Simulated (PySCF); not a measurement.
# Towards the basis-set limit for AsO

One table from this session's results is given with a row withheld; the runs are named, their logs left out.

Program: PySCF 2.14.0. Level of theory: CCSD(T) on ROHF, scalar-relativistic core potentials. These are calculated values, not measurements.

2 further runs of the same task are left out: 2 set aside as unsound or not needed.

Set-up of the first run:

- molecule: AsO
- state: doublet, unpaired electrons π ↑
- smaller basis: As cc-pwCVDZ-PP with ECP10, O aug-cc-pVDZ
- larger basis: As cc-pwCVTZ-PP with ECP10, O aug-cc-pVTZ
- frozen core orbitals: 5
- extrapolation: correlation as n⁻³ (n = 2, 3), Hartree–Fock as (n+1)·exp(−9√n)
- corrections: none
- distances (Å): 1.4269, 1.4918, 1.5566, 1.6215, 1.6864, 1.7674, 1.8485
- masses (u): 74.9216, 15.9949
- dissociation limit: As + O

On the command line:

```bash
> OMP_NUM_THREADS=4 python comp.py task.json out
```

Among the steps run: Coupled cluster at each distance.

One table of the session follows, with a row left open; its other results are not shown here.

It belongs to the step «Coupled cluster at each distance». Parts of the energy along the bond, in eV from As + O:

| R (Å) | HF/CBS | CCSD corr. | (T) |
| --- | --- | --- | --- |
| 1.4269 | -0.302 | -2.881 | -0.3317 |
| 1.4918 | -0.975 | -2.981 | -0.3725 |
| 1.5566 | -1.218 | -3.096 | -0.4180 |
| 1.6215 | -1.160 | -3.221 | -0.4685 |
| 1.6864 | ? | ? | ? |
| 1.7674 | -0.368 | -3.523 | -0.5986 |
| 1.8485 | 0.284 | -3.693 | -0.6806 |

Estimate the missing values for R (Å) = 1.6864.

Worked estimate for «HF/CBS». A straight line through the neighbours (1.6215, -1.160) and (1.7674, -0.368) gives -1.160 + (-0.368 + 1.160) × (1.6864 − 1.6215) / (1.7674 − 1.6215) = -0.808; a parabola fitted to 4 rows on both sides gives -0.884.

**Answer.** HF/CBS: -0.893; CCSD corr.: -3.353; (T): -0.5236. In «HF/CBS» the line misses by +0.085 and the parabola by +0.009.

Limits of these values: An extrapolation from double and triple zeta is rough, so this isn't yet the limit.
